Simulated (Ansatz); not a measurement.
# CH5Cl2InS: one species, many methods

The task here is to estimate one member of a computed series from the others.

Method: functionals in def2-TZVPP, the program's frozen cores in correlated methods; program: Ansatz 0.2.0, Gaussian basis.

Plan: LDA (SPW92), PBE-D4, revPBE-D4, BLYP-D4, r2SCAN-D4, B97M-V, PBE0-D4, B3LYP-D4, r2SCANh-D4, r2SCAN0-D4, HSE06-D4, BHLYP-D4, CAM-B3LYP-D4, LC-ωPBE, ωB97X-V, ωB97M-V, B2PLYP, PBE-QIDH; CCSD(T)/def2-SVP; CCSD(T)/def2-TZVPP; MP2/def2-QZVPP; extrapolation to the limit; RPA on PBE.

## The geometry

All runs share one geometry, relaxed beforehand with PBE0-D4 in a triple-zeta def2 set. In takes the def2 core potential; no spin-orbit term is included.

SMILES `[CH3][In-]([SH2+])([Cl])[Cl]`, 10 atoms, charge 0, spin multiplicity 1.

Atoms are counted from 1 here; the program's logs count them from 0.

Bond lengths: C1–In2 2.130 Å, C1–H6 1.089 Å, C1–H7 1.089 Å, C1–H8 1.090 Å, In2–S3 2.802 Å, In2–Cl4 2.357 Å, In2–Cl5 2.357 Å, S3–H9 1.346 Å, S3–H10 1.346 Å. Angles: In2–C1–H6 109.5°, In2–C1–H7 109.5°, In2–C1–H8 109.1°, H6–C1–H7 110.1°, H6–C1–H8 109.4°, H7–C1–H8 109.3°, C1–In2–S3 107.4°, C1–In2–Cl4 122.8°, C1–In2–Cl5 122.8°, S3–In2–Cl4 90.9°, S3–In2–Cl5 90.8°, Cl4–In2–Cl5 110.2°, In2–S3–H9 87.6°, In2–S3–H10 87.6°, H9–S3–H10 92.9°.

Set-up of the first run:

in.yaml reads:

```yaml
crystal:
  periodic: [false, false, false]
  atoms:
    - {symbol: C, position_ang: [-1.858594, -0.314715, 0.510323]}
    - {symbol: In, position_ang: [-0.154720, 0.441184, -0.520540]}
    - {symbol: S, position_ang: [2.115520, -0.697853, 0.663112]}
    - {symbol: Cl, position_ang: [0.509883, -0.349400, -2.639468]}
    - {symbol: Cl, position_ang: [0.700496, 2.607695, -0.157007]}
    - {symbol: H, position_ang: [-1.899149, -1.397460, 0.399032]}
    - {symbol: H, position_ang: [-1.792665, -0.049283, 1.564665]}
    - {symbol: H, position_ang: [-2.758474, 0.126665, 0.082475]}
    - {symbol: H, position_ang: [2.655225, 0.535079, 0.679777]}
    - {symbol: H, position_ang: [2.565479, -0.953114, -0.579469]}
basis:
  gaussian: {orbitals: def2-TZVPP}
hamiltonian: {xc: lda}
output: {orbitals: {seedname: orbitals}}
```

On the command line:

```
$ ansatz run in.yaml --threads 8 --pin off --events-out ev --progress --plain --max-ram 18278MiB
```

Steps of the session up to this table: LDA; PBE-D4 (GGA); revPBE-D4 (GGA); BLYP-D4 (GGA); r2SCAN-D4 (meta-GGA); B97M-V (meta-GGA); PBE0-D4 (hybrid); B3LYP-D4 (hybrid); r2SCANh-D4 (hybrid); r2SCAN0-D4 (hybrid); HSE06-D4 (hybrid); BHLYP-D4 (hybrid); CAM-B3LYP-D4 (range-separated); LC-ωPBE (range-separated); ωB97X-V (range-separated); ωB97M-V (range-separated); B2PLYP (double hybrid); PBE-QIDH (double hybrid).

One of the session's tables, all rows but one given; the rest of the session is left out.

It belongs to the step «Orbital energies across the functionals». 

```
  functional  HOMO (eV)  gap (eV)
 LDA (SPW92)      -7.02      4.83
      PBE-D4      -6.85      4.96
   revPBE-D4      -6.78      5.01
     BLYP-D4      -6.68      4.86
   r2SCAN-D4      -7.15      5.53
      B97M-V      -7.20      5.58
     PBE0-D4      -8.11      7.13
    B3LYP-D4          ?         ?
  r2SCANh-D4      -7.62      6.31
  r2SCAN0-D4      -8.32      7.49
    HSE06-D4      -7.72      6.37
    BHLYP-D4      -9.21      9.14
CAM-B3LYP-D4      -9.42      9.40
     LC-ωPBE     -10.80     12.02
     ωB97X-V     -10.42     11.50
     ωB97M-V     -10.28     11.15
```

**Question.** Estimate the row for B3LYP-D4.

Worked estimate for «HOMO (eV)». Against the share of exact exchange, BLYP-D4 (0, -6.68), BHLYP-D4 (0.5, -9.21) give a slope of -5.06 per unit share; at 0.2 the line stands at -7.69.

**Answer.** HOMO (eV): -7.86; gap (eV): 6.58. In «HOMO (eV)» the line misses by +0.17.
